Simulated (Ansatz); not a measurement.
**WF6 (tungsten hexafluoride): SVWN5/def2-SVP (core potential)**

Aim: the energy change on altering one bond length of WF6 (tungsten hexafluoride) at SVWN5/def2-SVP (core potential), from 2 runs. 

The calculation is run with Ansatz 0.2.0.

1 further run of the same task is left out (it didn't finish). Runs told in other sessions of the task aren't counted.

### Step 1. The system as given

WF6 has 7 atoms, charge 0, and is taken as a singlet. As SMILES, `[F][W]([F])([F])([F])([F])[F]`. The shape is that of a PBE0-D4/def2-TZVP optimisation.

Bond lengths: F1–W2 1.834 Å, W2–F3 1.834 Å, W2–F4 1.834 Å, W2–F5 1.834 Å, W2–F6 1.834 Å, W2–F7 1.834 Å. Some angles: F1–W2–F3 90.1°, F1–W2–F4 90.0°, F1–W2–F5 90.0°, F1–W2–F6 89.9°, F1–W2–F7 179.9°, F3–W2–F4 89.9°, F3–W2–F5 179.9°, F3–W2–F6 90.0°, F3–W2–F7 90.0°, F4–W2–F5 90.0°.

### Step 2. The energy at SVWN5/def2-SVP (core potential)

The input, run.yaml:

```yaml
crystal:
  periodic: [false, false, false]
  atoms:
    - {symbol: F, position_ang: [-1.052560, -0.121830, -1.496370]}
    - {symbol: W, position_ang: [0.000030, -0.000000, -0.000010]}
    - {symbol: F, position_ang: [-1.440140, -0.427080, 1.051380]}
    - {symbol: F, position_ang: [0.416270, -1.779440, -0.149230]}
    - {symbol: F, position_ang: [1.442130, 0.426350, -1.049020]}
    - {symbol: F, position_ang: [-0.420310, 1.778520, 0.148430]}
    - {symbol: F, position_ang: [1.054590, 0.123460, 1.494820]}
basis:
  gaussian:
    orbitals: def2-SVP
output:
  orbitals: {seedname: orbitals}
accuracy: high
hamiltonian:
  xc: {name: SVWN5}
```

Command:

```sh
ansatz run run.yaml --threads 1 --pin off --max-ram 3480MiB --events-out events.jsonl --progress --plain --runs-dir runs
```

The log of the run:

```text
Warning: RAYON_NUM_THREADS=1 ignored (pool sized by the plan → 1); use --threads N
Functional definition: SVWN5
  name "SVWN5"
  exchange = slater_x
  correlation = vwn5_c
2517 factors; integrals over basis functions are off by at most 6.2e-9 eV
mean field evaluation 1: about -18005.9873 eV, gradient 8.2e1 eV
mean field evaluation 2: about -17883.1040 eV, gradient 2.8e2 eV
mean field evaluation 4: about -18017.3422 eV, gradient 7.8e0 eV
mean field evaluation 8: about -18017.4747 eV, gradient 2.9e-1 eV
mean field evaluation 16: about -18017.4749 eV, gradient 7.0e-6 eV
mean field -18017.47489441 eV, -662.1299896864 hartree, gradient 5.7e-9 eV, S^2 0.000000; 0 other end points of the search recorded, 0 dependent functions left out
reference -18017.47489931 eV, -662.1299898665 hartree; 34, 34 occupied and 82, 82 virtual orbitals, 2517 factors
Total energy: -18017.47489931 eV, -662.1299898665 hartree
```

It took 8.7 s on 1 thread of Arm Neoverse V1, shared host; peak memory 0.36 GiB.

### Step 3. The distorted shape, same level

The input, run.yaml:

```yaml
basis:
  gaussian:
    orbitals: def2-SVP
crystal:
  periodic: [false, false, false]
  atoms:
    - {symbol: F, position_ang: [-1.268903, -0.185791, -1.338998]}
    - {symbol: W, position_ang: [-0.216313, -0.063961, 0.157362]}
    - {symbol: F, position_ang: [-1.656483, -0.491041, 1.208752]}
    - {symbol: F, position_ang: [0.199927, -1.843401, 0.008142]}
    - {symbol: F, position_ang: [1.442130, 0.426350, -1.049020]}
    - {symbol: F, position_ang: [-0.636653, 1.714559, 0.305802]}
    - {symbol: F, position_ang: [0.838247, 0.059499, 1.652192]}
hamiltonian:
  xc: {name: SVWN5}
accuracy: high
output: {orbitals: {seedname: orbitals}}
```

Command:

```sh
ansatz run run.yaml --threads 1 --pin off --max-ram 3480MiB --events-out events.jsonl --progress --plain --runs-dir runs
```

The log of the run:

```text
Warning: RAYON_NUM_THREADS=1 ignored (pool sized by the plan → 1); use --threads N
[... 4 set-up lines as earlier in the session ...]
2504 factors; integrals over basis functions are off by at most 3.0e-9 eV
mean field evaluation 1: about -18003.7007 eV, gradient 8.5e1 eV
mean field evaluation 2: about -17674.8725 eV, gradient 3.5e2 eV
mean field evaluation 4: about -18015.0620 eV, gradient 3.0e1 eV
mean field evaluation 8: about -18016.6775 eV, gradient 4.1e-1 eV
mean field evaluation 16: about -18016.6837 eV, gradient 5.3e-3 eV
mean field -18016.68373155 eV, -662.1009149876 hartree, gradient 9.7e-8 eV, S^2 0.000000; 0 other end points of the search recorded, 0 dependent functions left out
reference -18016.68373656 eV, -662.1009151718 hartree; 34, 34 occupied and 82, 82 virtual orbitals, 2504 factors
Total energy: -18016.68373656 eV, -662.1009151718 hartree
```

Wall time 8.1 s (1 thread of Arm Neoverse V1, shared host); peak memory 0.36 GiB.

### Step 4. Outcome

At SVWN5/def2-SVP (core potential):

| quantity | value |
| --- | --- |
| first shape: total energy | -662.12999 Eh |
| first shape: HOMO energy | -10.79 eV |
| first shape: LUMO energy | -5.29 eV |
| first shape: HOMO–LUMO gap | 5.50 eV |
| distorted shape: total energy | -662.10092 Eh |
| distorted shape: HOMO energy | -9.65 eV |
| distorted shape: LUMO energy | -5.84 eV |
| distorted shape: HOMO–LUMO gap | 3.81 eV |
| energy change with the W2–F5 bond stretched from 1.834 to 2.109 Å | 0.791 eV |

In words: With the W2–F5 bond stretched from 1.834 to 2.109 Å the energy rises by 0.79 eV (76.3 kJ/mol). The first shape isn't relaxed at this level, so the change isn't measured from a minimum.
